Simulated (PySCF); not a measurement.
# Au3 (Au3-): the cost of one run

Computed with PySCF 2.14.0. Level: TPSS, Au def2-SVP with ECP60; scalar-relativistic core potentials, no spin–orbit coupling.

3 further runs of the same task are left out: 2 for a known fault of the program, 1 that didn't finish.

**1. Starting geometry**

3 atoms, charge -1, spin multiplicity 1.

Bond lengths: Au1–Au2 2.599 Å, Au2–Au3 2.599 Å. Angles: Au1–Au2–Au3 180.0°.

Coordinates:

```xyz
3
Au3
Au    0.00000    0.00000    2.59880
Au    0.00000    0.00000    0.00000
Au    0.00000    0.00000   -2.59880
```

An earlier session relaxed this geometry at TPSS, Au def2-SVP with ECP60 (singlet, point group D∞h).

Its energy there is -407.249397 Eh.

**2. Multiplicity 3 at the relaxed geometry**

run.py (the lines that set the calculation)

```python
mol = gto.M(atom='''
Au     0.00000     0.00000     2.59880
Au     0.00000     0.00000     0.00000
Au     0.00000     0.00000    -2.59880''',
    basis={'Au': 'def2-SVP'},
    ecp={'Au': 'def2-SVP'},
    charge=-1, spin=2)
mf = dft.UKS(mol, xc='TPSS')
mf.grids.atom_grid = (50, 194)
mf = mf.density_fit()  # fitting sets: Au def2-universal-JKFIT
mf.conv_tol = 1e-08; mf.max_cycle = 55
mf.kernel(dm0)  # dm0: free metal ions and neutral atoms
```

On the command line:

```
$ OMP_NUM_THREADS=2 python run.py
```

**Question.** How long does this run take on 2 threads of Arm Neoverse V1, shared host?

About 3.5 s.
